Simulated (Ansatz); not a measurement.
# BAsH₃ radical (SMILES [BH][AsH2]): single points off equilibrium

The task here is to estimate one member of a computed series from the others.

Method: single points in def2-TZVPP; program: Ansatz 0.2.0, Gaussian basis.

Cores are frozen in the correlated methods. Filled d shells of the heavier atoms are correlated. Orbitals are unrestricted.

## The starting structure

SMILES `[BH][AsH2]`, 5 atoms, charge 0, spin multiplicity 2.

Atoms are counted from 1 here; the program's logs count them from 0.

Bond lengths: B1–As2 2.175 Å, B1–H3 1.045 Å, As2–H4 1.500 Å, As2–H5 1.274 Å. Angles: As2–B1–H3 137.9°, B1–As2–H4 105.7°, B1–As2–H5 91.9°, H4–As2–H5 108.8°.

As a file:

```
B     0.3164   -1.0525    0.6759
As   -0.2370    0.4245   -0.8214
H     1.1647   -1.3200    1.2248
H    -1.7313    0.5315   -0.7544
H     0.2739    1.3705   -0.1379
```

Set-up of the first run:

The input, run/in.yaml:

```yaml
crystal:
  periodic: [false, false, false]
  atoms:
    - {symbol: B, position_ang: [0.316400, -1.052500, 0.675900]}
    - {symbol: As, position_ang: [-0.237000, 0.424500, -0.821400]}
    - {symbol: H, position_ang: [1.164700, -1.320000, 1.224800]}
    - {symbol: H, position_ang: [-1.731300, 0.531500, -0.754400]}
    - {symbol: H, position_ang: [0.273900, 1.370500, -0.137900]}
basis:
  gaussian: {orbitals: def2-TZVPP}
magnetization: {spin_polarized: true, initial_magnetization: 1}
correlation: {method: ccsd_t}
scf: {omitted_lower_state_checks: [cluster_reference]}
output: {forces: true}
```

No record of the launch command was kept for these runs.

Among the steps run: CCSD(T)/def2-TZVPP; PBE0-D4/def2-TZVPP; wB97M-V/def2-TZVPP; r2SCAN-D4/def2-TZVPP; PBE-D4/def2-TZVPP; r2SCAN0-D4/def2-TZVPP; revPBE-D4/def2-TZVPP.

One of the session's tables, all rows but one given; the rest of the session is left out.

| method | RMS force component (eV/Å) | angle to CCSD(T) forces (°) | dipole (D) |
| --- | --- | --- | --- |
| CCSD(T) | 3.711 | reference | 0.94 |
| PBE0-D4 | 3.784 | 0.7 | 0.92 |
| wB97M-V | 3.701 | 1.3 | 0.92 |
| r2SCAN-D4 | ? | ? | ? |
| PBE-D4 | 3.810 | 1.6 | 0.98 |
| r2SCAN0-D4 | 3.726 | 0.9 | 0.89 |
| revPBE-D4 | 3.822 | 1.9 | 0.97 |

Q: Estimate the row for r2SCAN-D4 from the others.

The run gave: RMS force component (eV/Å): 3.737; angle to CCSD(T) forces (°): 0.7; dipole (D): 0.90. In the column «RMS force component (eV/Å)» it lies between r2SCAN0-D4 (3.726) and PBE0-D4 (3.784).
